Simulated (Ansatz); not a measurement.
# ClH2InO: vertical ionisation energy

One table from this session's results is given with a row withheld; the runs are named, their logs left out.

Computed with Ansatz 0.2.0, Gaussian basis. Level: unrestricted cation, the program's frozen cores in correlated methods.

Levels to be run: UKS PBE-D4/def2-TZVPP; UKS r2SCAN-D4/def2-TZVPP; UKS PBE0-D4/def2-TZVPP; UKS B3LYP-D4/def2-TZVPP; UKS wB97X-V/def2-TZVPP; UKS wB97M-V/def2-TZVPP; UKS B2PLYP/def2-TZVPP; UHF-CCSD(T)/def2-TZVPP; UHF-MP2/def2-QZVPP; extrapolation to the limit; then −ε(HOMO) from the neutral's earlier runs with LDA (SPW92), PBE-D4, revPBE-D4, BLYP-D4, r2SCAN-D4, B97M-V, PBE0-D4, B3LYP-D4, r2SCANh-D4, r2SCAN0-D4, HSE06-D4, BHLYP-D4, CAM-B3LYP-D4, LC-ωPBE, ωB97X-V, ωB97M-V.

## The geometry

The geometry comes from an earlier relaxation with PBE0-D4 in a triple-zeta def2 set; it is a stationary point. In takes the def2 core potential; no spin-orbit term is included.

SMILES `[OH][InH][Cl]`, 5 atoms, charge 0, spin multiplicity 1.

Atoms are counted from 1 here; the program's logs count them from 0.

Bond lengths: O1–In2 1.968 Å, O1–H4 0.961 Å, In2–Cl3 2.333 Å, In2–H5 1.688 Å. Angles: In2–O1–H4 111.6°, O1–In2–Cl3 109.8°, O1–In2–H5 126.8°, Cl3–In2–H5 123.4°.

Coordinates:

```mol
ClH2InO
  3D, bonds by distance, orders not assigned

  5  4  0  0  0  0  0  0  0  0999 V2000
   -1.3901    0.1318   -0.5770 O   0  0
    0.4495    0.4018    0.0672 In  0  0
    1.2879   -1.5973    0.9304 Cl  0  0
   -1.6817   -0.7748   -0.4470 H   0  0
    1.3343    1.8385    0.0265 H   0  0
  1  2  8  0
  2  3  8  0
  1  4  8  0
  2  5  8  0
M  END
```

Set-up of the first run:

Contents of in.yaml:

```yaml
crystal:
  periodic: [false, false, false]
  atoms:
    - {symbol: O, position_ang: [-1.390065, 0.131762, -0.577040]}
    - {symbol: In, position_ang: [0.449489, 0.401799, 0.067161]}
    - {symbol: Cl, position_ang: [1.287940, -1.597344, 0.930358]}
    - {symbol: H, position_ang: [-1.681657, -0.774766, -0.446960]}
    - {symbol: H, position_ang: [1.334283, 1.838549, 0.026481]}
basis:
  gaussian: {orbitals: def2-TZVPP}
total_charge: 1
magnetization: {spin_polarized: true, initial_magnetization: 1}
hamiltonian: {xc: pbe, dispersion: d4}
```

Steps of the session up to this table: Cation, UKS PBE-D4/def2-TZVPP; Cation, UKS r2SCAN-D4/def2-TZVPP; Cation, UKS PBE0-D4/def2-TZVPP; Cation, UKS B3LYP-D4/def2-TZVPP; Cation, UKS wB97X-V/def2-TZVPP; Cation, UKS wB97M-V/def2-TZVPP; Cation, UKS B2PLYP (frozen core)/def2-TZVPP; Cation, UHF-CCSD(T)/def2-TZVPP; Cation, UHF-MP2/def2-QZVPP.

One table of the session follows, with a row left open; its other results are not shown here.

It belongs to the step «Ionisation energies side by side». For comparison, −ε(HOMO) of the neutral from earlier runs:

| functional | −ε(HOMO) (eV) |
| --- | --- |
| LDA (SPW92) | 7.39 |
| PBE-D4 | 7.18 |
| revPBE-D4 | 7.10 |
| BLYP-D4 | 7.07 |
| r2SCAN-D4 | 7.52 |
| B97M-V | 7.60 |
| PBE0-D4 | 8.64 |
| B3LYP-D4 | 8.37 |
| r2SCANh-D4 | 8.09 |
| r2SCAN0-D4 | 8.88 |
| HSE06-D4 | 8.24 |
| BHLYP-D4 | 9.93 |
| CAM-B3LYP-D4 | 10.03 |
| LC-ωPBE | 11.44 |
| ωB97X-V | 11.06 |
| ωB97M-V | ? |

**Question.** Estimate the row for ωB97M-V.

As computed: −ε(HOMO) (eV): 10.92. In the column «−ε(HOMO) (eV)» it lies between CAM-B3LYP-D4 (10.03) and ωB97X-V (11.06).
